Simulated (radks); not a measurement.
# Nuclear size and the levels of Ca⁺

An exercise on one series of results from a longer session: the logs are not shown, and one member is left open.

Program: radks (a radial shooting solver on a logarithmic mesh, Libxc functionals) version 1. Level of theory: Dirac Kohn-Sham, LDA (Slater exchange, Perdew-Wang correlation), spin-unpolarised, spherical densities, finite nucleus. These are calculated values, not measurements, unless marked.

### What is computed

| Property | Result |
| --- | --- |
| element | calcium (Z = 20) |
| charge | +1 |
| electrons | 19 |
| configuration | [Ar] 4s1 |
| nuclear rms radius | 3.4776 fm |

Outer shells as boxes (Hund's rule):

Ca⁺
```
[Ar] core
4s [↑ ]
```

Set-up of the first run:

Input:

```text
Z 20
configuration [Ar] 4s1 3d0 4p0
relativity Dirac
functional lda,pw
spin unpolarised
j_filling energy
nucleus finite rms 3.4776 fm
c 137.035999084
```

Steps of the session up to this table: rms radius 3.4776 fm.

One table of the session follows, with a row left open; its other results are not shown here.

It belongs to the step «rms radius 3.4776 fm». From the orbitals of this run (lengths in bohr):

```
level    <r>  outermost maximum (interpolated)  90 % within  nodes
3s1/2  1.157                             0.993         1.74      2
3p1/2  1.263                              1.04         1.95      1
3p3/2  1.271                              1.05         1.97      1
4s1/2  3.562                              3.11         5.24      3
3d3/2  1.960                              1.25         3.44      0
3d5/2  1.964                              1.25         3.44      0
4p1/2      ?                                 ?            ?      ?
4p3/2  4.352                              3.80         6.42      2
```

**Question.** Estimate the row for 4p1/2.

As computed: <r>: 4.333; outermost maximum (interpolated): 3.78; 90 % within: 6.39; nodes: 2. In the column «<r>» it lies between 4s1/2 (3.562) and 4p3/2 (4.352).
